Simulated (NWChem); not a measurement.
**CH5AsS (AsH2(SMe)) at 3 levels**

We compute a comparison of 3 runs (HF/def2-SVP, PBE0/def2-SVP, TPSSh/def2-SVP) of CH5AsS (AsH2(SMe)). 

Program for the calculation: NWChem 7.3.0.

## 1. The molecule

CH5AsS has 8 atoms, charge 0, and is taken as a singlet. As SMILES, `[H][As]([H])SC`. Geometry: a GFN2-xTB relaxation, a rough one for these elements and not checked as a minimum. This is one conformer, not always the lowest.

Bond lengths: As1–S4 2.222 Å, S4–C5 1.832 Å, As1–H2 1.504 Å, As1–H3 1.499 Å, C5–H6 1.087 Å, C5–H7 1.084 Å, C5–H8 1.087 Å. Angles: As1–S4–C5 99.9°, H2–As1–S4 95.6°, H3–As1–S4 94.2°, S4–C5–H6 110.2°, S4–C5–H7 106.0°, S4–C5–H8 110.1°, H2–As1–H3 89.2°, H6–C5–H7 109.8°, H6–C5–H8 110.7°, H7–C5–H8 109.9°.

## 2. Energy and forces at HF/def2-SVP (run 1)

ch5ass.nw reads:

```
start ch5ass
memory total 2200 mb

geometry units angstrom noautosym nocenter noautoz
  As     0.771300     1.539280     0.101560
  H      2.030290     1.546000    -0.720430
  H      0.206330     2.601130    -0.793130
  S     -0.197270    -0.132960    -0.996110
  C     -0.634210    -1.222710     0.410340
  H      0.263710    -1.533520     0.937250
  H     -1.124060    -2.087910    -0.022170
  H     -1.316090    -0.709300     1.082690
end

basis "ao basis" spherical bse
  * library def2-SVP
end

scf
  thresh 1e-08
  maxiter 80
  print low
end

task scf gradient
```

Run with:

```sh
$ nwchem ch5ass.nw > ch5ass.out
```

What it wrote:

```text
[...]
  functions       =    89
[...]
  wavefunction    = RHF
[...]
         Total SCF energy =  -2672.073294267002
      One-electron energy =  -4225.301556804747
      Two-electron energy =   1298.961316527719
 Nuclear repulsion energy =    254.266946010026
        Time for solution =     20.9s
[...]
                         RHF ENERGY GRADIENTS
    atom               coordinates                        gradient
                 x          y          z           x          y          z
   1 As      1.457546   2.908817   0.191921   -0.004328  -0.005762   0.004315
   2 H       3.836692   2.921516  -1.361415   -0.006103   0.001651  -0.003281
   3 H       0.389907   4.915423  -1.498798    0.005022  -0.005627  -0.002250
   4 S      -0.372786  -0.251258  -1.882375    0.005198   0.009746  -0.000102
   5 C      -1.198483  -2.310587   0.775430   -0.002761  -0.006412   0.004795
   6 H       0.498340  -2.897933   1.771146    0.000912   0.001771  -0.001628
   7 H      -2.124165  -3.945578  -0.041895    0.001453   0.002753  -0.000223
   8 H      -2.487049  -1.340383   2.045987    0.000607   0.001881  -0.001626
 Task  times  cpu:       29.4s     wall:       29.4s
 Total times  cpu:       29.4s     wall:       29.4s
```

Wall time 30 s (1 thread of Intel Xeon Platinum 8375C at 2.90GHz (Ice Lake), shared host); peak memory 0.1 GiB.

## 3. Energy and gradient at PBE0/def2-SVP (run 2)

run.py reads:

```python
from ase import Atoms
from ase.calculators.nwchem import NWChem

system = Atoms(['As', 'H', 'H', 'S', 'C', 'H', 'H', 'H'], positions=[
    [0.771300, 1.539280, 0.101560],
    [2.030290, 1.546000, -0.720430],
    [0.206330, 2.601130, -0.793130],
    [-0.197270, -0.132960, -0.996110],
    [-0.634210, -1.222710, 0.410340],
    [0.263710, -1.533520, 0.937250],
    [-1.124060, -2.087910, -0.022170],
    [-1.316090, -0.709300, 1.082690],
])

calc = NWChem(
    label='ch5ass',
    theory='dft',
    memory='2200 mb',
    basis='def2-SVP',
    basispar='spherical bse',
    dft={'xc': 'pbe0', 'mult': '1', 'grid': 'xfine', 'convergence': 'energy 1e-08', 'iterations': '100', 'mulliken': None},
)
system.calc = calc

forces = system.get_forces()
print("Total energy (eV):", round(system.get_potential_energy(), 6))
print("forces (eV/A):")
for s, f in zip(system.symbols, forces):
    print(f"{s:2s} {f[0]:10.5f} {f[1]:10.5f} {f[2]:10.5f}")
print("dipole (e A):", system.get_dipole_moment().round(4))
```

Run with:

```sh
$ export ASE_NWCHEM_COMMAND="nwchem PREFIX.nwi > PREFIX.nwo"
$ python run.py
```

What it wrote:

```text
Total energy (eV): -72771.072119
forces (eV/A):
As    0.00108   -0.05579    0.46007
H     0.48460   -0.04505   -0.12943
H    -0.29593    0.42469   -0.19088
S    -0.24986   -0.46383   -0.07487
C     0.29840    0.66766   -0.45668
H     0.27480   -0.20435    0.25994
H    -0.23346   -0.41235   -0.18286
H    -0.27963    0.08896    0.31470
dipole (e A): [ 0.0211 -0.0212  0.2204]
```

The calculator wrote ch5ass.nwi:

```
title "ch5ass"

permanent_dir ch5ass

scratch_dir ch5ass

start ch5ass

geometry units angstrom nocenter noautosym noautoz
  As 7.7129999999999999e-01 1.5392800000000000e+00 1.0156000000000000e-01
  H  2.0302899999999999e+00 1.5460000000000000e+00 -7.2043000000000001e-01
  H  2.0633000000000001e-01 2.6011299999999999e+00 -7.9313000000000000e-01
  S  -1.9727000000000000e-01 -1.3295999999999999e-01 -9.9611000000000005e-01
  C  -6.3421000000000005e-01 -1.2227100000000000e+00 4.1033999999999998e-01
  H  2.6371000000000000e-01 -1.5335200000000000e+00 9.3725000000000003e-01
  H  -1.1240600000000001e+00 -2.0879099999999999e+00 -2.2169999999999999e-02
  H  -1.3160900000000000e+00 -7.0930000000000004e-01 1.0826899999999999e+00
end

memory 2200 mb

basis spherical bse noprint
   * library def2-SVP
end

dft
  xc pbe0
  mult 1
  grid xfine
  convergence energy 1e-08
  iterations 100
  mulliken
end

task dft gradient
```

ch5ass.nwo:

```text
Northwest Computational Chemistry Package (NWChem) 7.3.0
             --------------------------------------------------------

           Job information
           ---------------

    nwchem branch   = 7.3.0
    use scalapack   = T
    input           = ch5ass.nwi
    prefix          = ch5ass.
    data base       = ch5ass/ch5ass.db
    status          = startup
    nproc           =        1

           Memory information
           ------------------

    heap     =     72089598 doubles =      550.0 Mbytes
    stack    =     72089595 doubles =      550.0 Mbytes
    global   =    144179200 doubles =     1100.0 Mbytes (distinct from heap & stack)
    total    =    288358393 doubles =     2200.0 Mbytes
    verify   = yes
    hardfail = no

[... 107 lines left out ...]
  convergence criterion.
[... 40 lines left out ...]
          Spatial weights used:  Erf1
[... 77 lines left out ...]
         Total DFT energy =    -2674.287596164612
[... 3 lines left out ...]
 Nuclear repulsion energy =      254.266946010026
[... 698 lines left out ...]
          Convergence on gradient requested:  5.00D-04
[... 27 lines left out ...]
          total energy or number of iterations.
[... 26 lines left out ...]
                         DFT ENERGY GRADIENTS

    atom               coordinates                        gradient
                 x          y          z           x          y          z
   1 As      1.457546   2.908817   0.191921   -0.000021   0.001085  -0.008947
   2 H       3.836692   2.921516  -1.361415   -0.009424   0.000876   0.002517
   3 H       0.389907   4.915423  -1.498798    0.005755  -0.008259   0.003712
[... 4 lines of this table left out ...]
   8 H      -2.487049  -1.340383   2.045987    0.005438  -0.001730  -0.006120

                 ----------------------------------------
                 |  Time  |  1-e(secs)   |  2-e(secs)   |
                 ----------------------------------------
                 |  CPU   |       0.01   |       6.67   |
                 ----------------------------------------
                 |  WALL  |       0.01   |       6.67   |
                 ----------------------------------------

 Task  times  cpu:       52.3s     wall:       52.3s
 Total times  cpu:       52.3s     wall:       52.3s
```

It took 54 s on 1 thread of Intel Xeon Platinum 8375C at 2.90GHz (Ice Lake), shared host; peak memory 0.14 GiB.

## 4. Energy and gradient at TPSSh/def2-SVP (run 3)

calc.nw reads:

```
start calc
memory 2200 mb

geometry units angstroms noautosym nocenter noautoz
 As    0.771300    1.539280    0.101560
 H     2.030290    1.546000   -0.720430
 H     0.206330    2.601130   -0.793130
 S    -0.197270   -0.132960   -0.996110
 C    -0.634210   -1.222710    0.410340
 H     0.263710   -1.533520    0.937250
 H    -1.124060   -2.087910   -0.022170
 H    -1.316090   -0.709300    1.082690
end

basis spherical bse
 * library def2-SVP
end

dft
 xc xctpssh
 grid xfine
 convergence energy 1e-08
 iterations 100
 mulliken
 print medium
end

task dft gradient
```

Run with:

```sh
$ nwchem calc.nw > calc.out
```

What it wrote:

```text
[...]
          Wavefunction type:  closed shell.
          No. of atoms     :     8
          No. of electrons :    60
[...]
          Charge           :     0
          Spin multiplicity:     1
[...]
          AO basis - number of functions:    89
[...]
              XC Information
              --------------
                  TPSS hybrid Method XC Functional
                     Hartree-Fock (Exact) Exchange  0.100
                  TPSS metaGGA Exchange Functional  0.900
             TPSS03 metaGGA Correlation Functional  1.000
[...]
 d= 0,ls=0.0,diis     1  -2674.6960950943 -2.93D+03  8.80D-03  2.85D-01     5.8
[...]
 d= 0,ls=0.0,diis     8  -2674.7320881746  8.76D-09  5.36D-06  2.59D-07    43.4
         Total DFT energy =    -2674.732088174586
      One electron energy =    -4224.818882478568
           Coulomb energy =     1411.853950180858
    Exchange-Corr. energy =     -116.034101886902
 Nuclear repulsion energy =      254.266946010026
[...]
      Total Density - Mulliken Population Analysis
     ---------------------------------------------
    Atom       Charge   Shell Charges
 -----------   ------   -------------------------------------------------------
    1 As  33    32.85   2.00  2.00  1.99  1.41  0.35  6.00  5.97  1.58  1.41  8.12  1.79  0.21
    2 H    1     1.01   0.73  0.27  0.01
    3 H    1     1.01   0.73  0.27  0.01
    4 S   16    16.25   2.00  1.99  1.23  0.69  5.93  1.80  2.55  0.07
    5 C    6     6.10   1.99  0.91  0.20  2.08  0.90  0.03
    6 H    1     0.93   0.75  0.15  0.02
    7 H    1     0.93   0.75  0.15  0.02
    8 H    1     0.92   0.75  0.15  0.02
[...]
  wavefunction    = closed shell
                         DFT ENERGY GRADIENTS
    atom               coordinates                        gradient
                 x          y          z           x          y          z
   1 As      1.457546   2.908817   0.191921   -0.001226  -0.001110  -0.010806
   2 H       3.836692   2.921516  -1.361415   -0.009697   0.000726   0.002758
   3 H       0.389907   4.915423  -1.498798    0.005745  -0.008468   0.003949
   4 S      -0.372786  -0.251258  -1.882375    0.004951   0.008185   0.006908
   5 C      -1.198483  -2.310587   0.775430   -0.004200  -0.009141   0.004389
   6 H       0.498340  -2.897933   1.771146   -0.005598   0.003846  -0.005018
   7 H      -2.124165  -3.945578  -0.041895    0.004546   0.007958   0.003927
   8 H      -2.487049  -1.340383   2.045987    0.005480  -0.001995  -0.006107
[...]
```

Run time: 61 s. Hardware: 1 thread of Intel Xeon Platinum 8375C at 2.90GHz (Ice Lake), shared host; peak memory 0.15 GiB.

## 5. Overview of the runs

```tsv
run	level	iteration cap	module	energy (Eh)	largest force (eV/Å)	wall time
1	HF/def2-SVP	80	scf	-2672.073294	0.568	30 s
2	PBE0/def2-SVP	100	dft	-2674.287596	0.862	54 s
3	TPSSh/def2-SVP	100	dft	-2674.732088	0.607	61 s
```

## 6. Results

| quantity | value |
| --- | --- |
| run 3: total energy | -2674.73209 Eh |
| run 3: dipole moment | 1.13 D |
| run 3: HOMO energy | -5.98 eV |
| run 3: LUMO energy | -0.65 eV |
| run 3: HOMO–LUMO gap | 5.34 eV |
| run 3: largest force on an atom | 0.607 eV/Å |

Totals of different functionals can't be ranked against each other. All runs together took 2.4 min, the longest 61 s.
